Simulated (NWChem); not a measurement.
**BNH3Cl (SMILES NBCl) at SVWN5/6-31G(d) (spherical functions)**

Aim: the electronic atomisation energy of BNH3Cl at SVWN5/6-31G* (spherical functions), from 5 runs. 

The calculation is run with NWChem 7.3.0.

5 further runs of the same task are left out: 1 that didn't finish, 4 set aside as unsound or not needed.

### 1 The structure to begin with

The species is BNH3Cl (6 atoms), meant as a singlet with charge 0. SMILES: `NBCl`. The coordinates come from a PBE0-D4/def2-TZVP relaxation.

Bond lengths: N1–B2 1.383 Å, B2–Cl3 1.768 Å, N1–H4 1.005 Å, N1–H5 1.006 Å, B2–H6 1.191 Å. Angles: N1–B2–Cl3 119.7°, N1–B2–H6 121.5°, Cl3–B2–H6 118.8°, B2–N1–H4 122.2°, B2–N1–H5 123.2°, H4–N1–H5 114.7°.

### 2 A single-point energy at SVWN5/6-31G(d) (spherical functions) (run 1)

Contents of geom.nw:

```
echo
START geom
TITLE "BClH3N energy"
memory 2200 mb

GEOMETRY units angstrom noautosym nocenter noautoz
  N    -0.395600   -0.007800   -0.658000
  B     0.369600   -0.158900    0.483700
  Cl    0.529900    1.189300    1.616000
  H    -0.511800   -0.749300   -1.326600
  H    -0.878600    0.844500   -0.888200
  H     0.928800   -1.181900    0.727100
END

BASIS spherical bse
  * library 6-31G*
END

DFT
  xc slater vwn_5
  grid medium
  convergence energy 1e-08
  iterations 100
  mulliken
  noprint "final vectors analysis"
END

TASK dft energy
```

On the command line:

```bash
$ nwchem geom.nw > geom.out
```

Standard output, cut to the lines that bear on the results:

```text
[...]
          Wavefunction type:  closed shell.
          No. of atoms     :     6
          No. of electrons :    32
[...]
          Charge           :     0
          Spin multiplicity:     1
[...]
          AO basis - number of functions:    52
[...]
              XC Information
              --------------
                        Slater Exchange Functional  1.000 local
                      VWN V Correlation Functional  1.000 local
[...]
 d= 0,ls=0.0,diis     1   -539.3733146679 -6.25D+02  1.86D-02  5.65D-01     0.6
[...]
 d= 0,ls=0.0,diis    10   -539.4257198712 -5.38D-09  4.93D-07  4.48D-10     3.3
         Total DFT energy =     -539.425719871218
      One electron energy =     -914.437653794862
           Coulomb energy =      327.746362214720
    Exchange-Corr. energy =      -38.132588014335
 Nuclear repulsion energy =       85.398159723258
[...]
      Total Density - Mulliken Population Analysis
     ---------------------------------------------
    Atom       Charge   Shell Charges
 -----------   ------   -------------------------------------------------------
    1 N    7     7.66   2.00  0.76  2.57  0.79  1.53  0.02
    2 B    5     4.92   1.99  0.55  1.50  0.34  0.45  0.08
    3 Cl  17    17.16   2.00  2.00  5.97  1.40  3.64  0.54  1.60  0.02
    4 H    1     0.65   0.49  0.16
    5 H    1     0.65   0.48  0.16
    6 H    1     0.96   0.49  0.47
[...]
```

Wall time 4.2 s (1 thread of AMD EPYC 7B13 (Zen 3), shared host); peak memory 0.11 GiB.

### 3 The B atom, same level (run 2)

Contents of test.nw:

```
START test
memory stack 880 mb heap 220 mb global 1100 mb
charge 0

GEOMETRY units angstroms noautosym nocenter noautoz
  B     0.000000    0.000000    0.000000
END

BASIS spherical bse
  * library 6-31G*
END

DFT
  xc slater vwn_5
  mult 2
  grid medium
  convergence energy 1e-08
  maxiter 100
  mulliken
  noprint "final vectors analysis"
END

TASK dft energy
```

On the command line:

```bash
$ nwchem test.nw > test.out
```

Standard output, cut to the lines that bear on the results:

```text
[...]
          Wavefunction type:  spin polarized.
          No. of atoms     :     1
          No. of electrons :     5
[...]
          Charge           :     0
          Spin multiplicity:     2
[...]
          AO basis - number of functions:    14
[...]
              XC Information
              --------------
                        Slater Exchange Functional  1.000 local
                      VWN V Correlation Functional  1.000 local
[...]
 d= 0,ls=0.0,diis     1    -24.3273775062 -2.43D+01  2.25D-02  2.37D-02     0.1
[...]
 d= 0,ls=0.5,diis     9    -24.3419184430 -9.37D-09  4.28D-06  2.92D-09     0.2
[...]
         Total DFT energy =      -24.341918445083
      One electron energy =      -32.434346403021
           Coulomb energy =       11.689299339162
    Exchange-Corr. energy =       -3.596871381225
 Nuclear repulsion energy =        0.000000000000
[...]
      Total Density - Mulliken Population Analysis
     ---------------------------------------------
    Atom       Charge   Shell Charges
 -----------   ------   -------------------------------------------------------
    1 B    5     5.00   2.00  0.73  0.55  1.28  0.45  0.00
     --------------------------------------------
      Spin Density - Mulliken Population Analysis
     --------------------------------------------
    Atom       Charge   Shell Charges
 -----------   ------   -------------------------------------------------------
    1 B    5     1.00   0.00  0.03  0.55 -0.03  0.45 -0.00
[...]
      <S2> =      0.7508 (Exact =     0.7500)
[...]
```

Wall time 0.75 s (1 thread of AMD EPYC 7B13 (Zen 3), shared host); peak memory 0.1 GiB.

### 4 The Cl atom at the same level (run 3)

Contents of m1.nw:

```
start m1
title "Cl energy"
memory stack 880 mb heap 220 mb global 1100 mb

geometry units angstroms noautosym nocenter noautoz
Cl     0.000000     0.000000     0.000000
end

basis spherical bse
Cl library 6-31G*
end

dft
xc slater vwn_5
mult 2
grid medium
convergence energy 1e-08
maxiter 100
mulliken
noprint "final vectors analysis"
end

task dft energy
```

Run the same way, it converges to -458.61190 Eh (log not shown).

Run 4 isn't shown in full; the table further down has it.

### 5 The N atom at the same level (run 5)

Contents of n.nw:

```
start n
title "N"
memory stack 880 mb heap 220 mb global 1100 mb

geometry noautosym nocenter noautoz
N     0.000000    0.000000    0.000000
end

basis spherical bse
* library 6-31G*
end

dft
xc slater vwn_5
mult 4
grid medium
convergence energy 1e-08
maxiter 100
mulliken
print low
end

task dft energy
```

Run the same way, it converges to -54.10917 Eh (log not shown).

### 6 Overview of the runs

```
run                                level  partner  energy (Eh)  wall time
  1   SVWN5/6-31G* (spherical functions)     base  -539.425720      4.2 s
  2  USVWN5/6-31G* (spherical functions)    atoms   -24.341918     0.75 s
  3  USVWN5/6-31G* (spherical functions)    atoms  -458.611898      1.2 s
  4  USVWN5/6-31G* (spherical functions)    atoms    -0.476044     0.65 s
  5  USVWN5/6-31G* (spherical functions)    atoms   -54.109168     0.69 s
```

### 7 Outcome

At SVWN5/6-31G* (spherical functions):

| quantity | value |
| --- | --- |
| N atom: total energy | -54.10917 Eh |
| N atom: ⟨S²⟩ | 3.752 |
| electronic atomisation energy | 25.432 eV |

In words: Taking the molecule apart into free atoms costs 25.43 eV (2454 kJ/mol), before zero-point energy and without spin-orbit coupling. All runs together took 7.5 s, the longest 4.2 s.
